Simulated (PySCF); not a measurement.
# [OsO2]+: doublet, from a end-on start

Aim: relax [OsO2]+ as a doublet from a end-on start, check by its vibrations whether the end is a minimum, and collect its spectrum and constants.

Computed with PySCF 2.14.0. Level: PBE0, basis Os def2-TZVP with ECP60, O def2-TZVP, scalar-relativistic core potentials, no spin–orbit coupling, density fitting.

## 1. The starting structure

3 atoms, charge 1, spin multiplicity 2.

Bond lengths: Os1–O2 1.978 Å, O2–O3 1.445 Å. Angles: Os1–O2–O3 119.9°.

Coordinates in bohr (charge 1 multiplicity 2):
```
Os    0.0000    0.0000    0.0000
O     0.0000    0.0000    3.7371
O     2.3674    0.0000    5.0977
```

## 2. The SCF at the typed geometry

The steps below are one call of a driver around PySCF. For each, scf.py gives the equivalent set-up of the SCF; relaxations use the driver's own optimiser. After this first run the driver tries any further starts and a stability analysis.

The input, scf.py:

```python
from pyscf import gto, scf, dft
mol = gto.M(atom='''
Os     0.000000     0.000000     0.000000
O      0.000000     0.000000     1.977600
O      1.252800     0.000000     2.697600''',
    basis={'Os': 'def2-TZVP', 'O': 'def2-TZVP'},
    ecp={'Os': 'def2-TZVP'},
    charge=1, spin=1)
mf = dft.UKS(mol, xc='PBE0')
mf.grids.atom_grid = (50, 194)
aux = {'Os': 'def2-universal-JKFIT', 'O': 'def2-universal-JKFIT'}
mf = mf.density_fit(auxbasis=aux)
mf.conv_tol = 1e-08
mf.diis_space = 10
mf.max_cycle = 60
mf.init_guess = 'minao'
mf.verbose = 4
mf.kernel()
```

On the command line:

```
$ OMP_NUM_THREADS=2 python axn.py task.json out
```

The program printed, cut to the lines that bear on the results:

```text
[... the frontier levels of the middle cycles are left out ...]
init E= -224.385024504738
[... the frontier-level lines of each cycle are left out ...]
cycle= 1 E= -240.317776220779  delta_E= -15.9  |g|= 0.406  |ddm|= 5.07
cycle= 2 E= -239.330014374971  delta_E= 0.988  |g|=  1.4  |ddm|= 1.01
cycle= 3 E= -240.348083754806  delta_E= -1.02  |g|= 0.275  |ddm|= 0.964
cycle= 4 E= -240.369010276245  delta_E= -0.0209  |g|= 0.21  |ddm|= 0.229
cycle= 5 E= -240.37950881079  delta_E= -0.0105  |g|= 0.154  |ddm|= 0.154
cycle= 6 E= -240.393642177529  delta_E= -0.0141  |g|= 0.0357  |ddm|= 0.117
cycle= 7 E= -240.39058448438  delta_E= 0.00306  |g|= 0.0323  |ddm|= 0.0535
cycle= 8 E= -240.381872147174  delta_E= 0.00871  |g|= 0.0298  |ddm|= 0.304
cycle= 9 E= -240.383593520315  delta_E= -0.00172  |g|= 0.0188  |ddm|= 0.0704
cycle= 10 E= -240.384060845041  delta_E= -0.000467  |g|= 0.0178  |ddm|= 0.0207
cycle= 11 E= -240.382263208088  delta_E= 0.0018  |g|= 0.0147  |ddm|= 0.095
cycle= 12 E= -240.382443252852  delta_E= -0.00018  |g|= 0.0131  |ddm|= 0.0801
cycle= 13 E= -240.382692448355  delta_E= -0.000249  |g|= 0.0125  |ddm|= 0.0116
cycle= 14 E= -240.382599329953  delta_E= 9.31e-05  |g|= 0.0127  |ddm|= 0.00477
[... 46 cycles left out ...]
SCF not converged.
init E= -224.385024504738
[... 20 cycles left out ...]
SCF not converged.
init E= -240.441836790221
[... 16 cycles left out ...]
cycle= 17 E= -240.442869548992  delta_E= -9.11e-06  |g|= 0.000777  |ddm|= 0.0114
cycle= 18 E= -240.442878012189  delta_E= -8.46e-06  |g|= 0.000842  |ddm|= 0.012
cycle= 19 E= -240.442884385  delta_E= -6.37e-06  |g|= 0.000741  |ddm|= 0.0108
cycle= 20 E= -240.442889657621  delta_E= -5.27e-06  |g|= 0.000702  |ddm|= 0.0103
cycle= 21 E= -240.442892951176  delta_E= -3.29e-06  |g|= 0.000526  |ddm|= 0.00747
cycle= 22 E= -240.442896461317  delta_E= -3.51e-06  |g|= 0.00078  |ddm|= 0.0108
cycle= 23 E= -240.442898258788  delta_E= -1.8e-06  |g|= 0.0005  |ddm|= 0.00632
cycle= 24 E= -240.442899638334  delta_E= -1.38e-06  |g|= 0.000652  |ddm|= 0.00828
cycle= 25 E= -240.442900188439  delta_E= -5.5e-07  |g|= 0.000537  |ddm|= 0.00592
cycle= 26 E= -240.44290034699  delta_E= -1.59e-07  |g|= 0.000419  |ddm|= 0.00459
cycle= 27 E= -240.442900375778  delta_E= -2.88e-08  |g|= 0.000278  |ddm|= 0.00253
cycle= 28 E= -240.442900552003  delta_E= -1.76e-07  |g|= 9.46e-05  |ddm|= 0.00113
cycle= 29 E= -240.442900630822  delta_E= -7.88e-08  |g|= 9.6e-05  |ddm|= 0.000759
cycle= 30 E= -240.442900715313  delta_E= -8.45e-08  |g|= 6.03e-05  |ddm|= 0.000866
SCF not converged.
macro= 0  E= -240.442900929245  delta_E= -2.13931e-07  |g|= 6.03331e-05  1 KF 11 JK
macro= 1  E= -240.442900929245  delta_E= -6.82121e-13  |g|= 3.87142e-05  1 KF 2 JK
macro X = 2  E=-240.442900929245  |g|= 3.87142e-05  total 3 KF 16 JK
converged SCF energy = -240.442900929245  <S^2> = 2.5516497  2S+1 = 3.3476259
```

This step, with its further starts and checks, took 33 s on 2 threads of Arm Neoverse V2, shared host.

The starts that the driver tried:

```tsv
start	energy (Eh)
the minimal-basis guess	-240.442901
a thermally smeared density	-240.398530
a smeared PBE density	-240.452080
```

Where DIIS stalls, the driver goes on with a level shift of 0.3 Eh and then with a second-order solver.

The first run landed in a state that is too high. Following the other starts and the instabilities gains 24.1 kJ/mol (-240.45208 Eh), and the work goes on from there.

## 3. Relaxing the doublet from the end-on start

The program finds Cs symmetry in the start, which this walk keeps.

Edit scf.py of step 2 so:

```diff
@@ -3,3 +3,3 @@
-Os     0.000000     0.000000     0.000000
-O      0.000000     0.000000     1.977600
-O      1.252800     0.000000     2.697600''',
+Os    -0.089477     0.000000    -0.333909
+O     -0.089477     0.000000     1.643691
+O      1.163323     0.000000     2.363691''',
@@ -16 +15,0 @@
-mf.init_guess = 'minao'
```

The optimiser's trace:

```tsv
step	energy (Eh)	change (kJ/mol)	largest symmetric gradient (Eh/bohr)
0	-240.452080	0.00	0.09898
1	-240.489266	-97.63	0.00613
2	-240.489463	-98.15	0.00706
3	-240.490180	-100.03	0.00430
4	-240.490217	-100.13	0.00216
5	-240.490230	-100.16	0.00108
6	-240.490236	-100.18	0.00066
7	-240.490237	-100.18	0.00025
```

The walk took 24 s.

It settles in Cs symmetry, 100.2 kJ/mol below the start, after 7 steps: Os–O 1.908 Å, O–O 1.208 Å; O–O–Os 138.2°.

## 4. Frequencies

The point is checked on the finer grid, and tightened if its gradient asks for it. The Hessian and the dipole derivatives come from central differences of analytic gradients, with steps of 0.02 bohr.

Edit scf.py of step 3 so:

```diff
@@ -3,3 +3,3 @@
-Os    -0.089477     0.000000    -0.333909
-O     -0.089477     0.000000     1.643691
-O      1.163323     0.000000     2.363691''',
+Os    -0.100044     0.000000    -0.326080
+O      0.146591     0.000000     1.566015
+O      1.063748     0.000000     2.351591''',
@@ -10 +10 @@
-mf.grids.atom_grid = (50, 194)
+mf.grids.atom_grid = (75, 302)
@@ -13 +13 @@
-mf.conv_tol = 1e-08
+mf.conv_tol = 1e-10
```

This SCF starts from the last density.

Log of the central SCF (cycles and frontier levels):

```text
init E= -240.490168771454
[... the frontier-level lines of each cycle are left out ...]
cycle= 1 E= -240.490168771452  delta_E= 2.05e-12  |g|= 5.27e-06  |ddm|= 6.29e-06
Extra cycle  E= -240.490168771397  delta_E= 5.52e-11  |g|= 1.42e-05  |ddm|= 1.07e-05
converged SCF energy = -240.490168771397  <S^2> = 2.4490639  2S+1 = 3.2857656
```

The whole step took 77 s.

Geometry: Cs; Os–O 1.908 Å, O–O 1.208 Å; O–O–Os 138.0°.

Harmonic modes (main isotopes):

| symmetry | ω (cm⁻¹) | IR (km/mol) |
| --- | --- | --- |
| a' | 199 | 0.4 |
| a' | 326 | 13.1 |
| a' | 1511 | 113 |

All wavenumbers are real: a minimum.

Constants and moments:

- Dipole moment about the centre of mass: 0.66 D
- Highest occupied level: -12.66 eV
- Lowest empty level: -10.40 eV
- Rotational constants: 5.347, 0.102, 0.1001 cm⁻¹
- Zero-point energy: 12.2 kJ/mol
- Principal polarisabilities: 23.2, 25.1, 61.7 bohr³
- Principal traceless quadrupole moments about the centre of mass: -3.69, -3.27, 6.96 D Å
- Entropy at 298.15 K and 1 bar (electronic part: spin only): 292.3 J/(mol K)
- Heat capacity Cp at 298.15 K: 48.1 J/(mol K)
- Enthalpy at 298.15 K above 0 K: 12.42 kJ/mol
- Rotational symmetry number: 1
- Spin squared ⟨S²⟩: 2.449

Populations by atom (charges in e):

```csv
atom,Mulliken,Löwdin,polar tensor,spin (Mulliken),Mayer order to Os1
Os1,0.90,0.79,0.73,2.66,–
O2,-0.03,0.05,0.34,-0.62,0.78
O3,0.13,0.17,-0.08,-1.04,0.31
```

Mulliken populations on Os1 (outside its core potential): s 2.39, p 6.05, d 6.64, f 0.02.

## 5. Results

| quantity | value |
| --- | --- |
| minimum | broken-symmetry (Ms = 1/2), Cs |
| geometry | Os–O 1.908 Å, O–O 1.208 Å; O–O–Os 138.0° |
| wavenumbers (cm⁻¹) | 199 (a'), 326 (a'), 1511 (a') |
| dipole moment (centre of mass) | 0.66 D |
| highest occupied, lowest empty level (either spin) | -12.66, -10.40 eV |
| polar-tensor charge of Os1 | +0.73 e |
| zero-point energy | 12.2 kJ/mol |
| entropy at 298.15 K | 292.3 J/(mol K) |
| ⟨S²⟩ | 2.449 |

In words: The end-on start keeps its Cs symmetry and ends in a minimum. The determinant is spin-contaminated (⟨S²⟩ = 2.45 against 0.75), so it is no pure spin state. The strongest infrared band lies at 1511 cm⁻¹ (a'). The first SCF alone would have been 24 kJ/mol too high. Only this shape and spin were tried, so other structures or states may lie lower. One determinant may miss the lowest occupation of an open d or f shell. Spin–orbit coupling, left out here, can matter for elements this heavy.

The search up to here took 2.2 min.
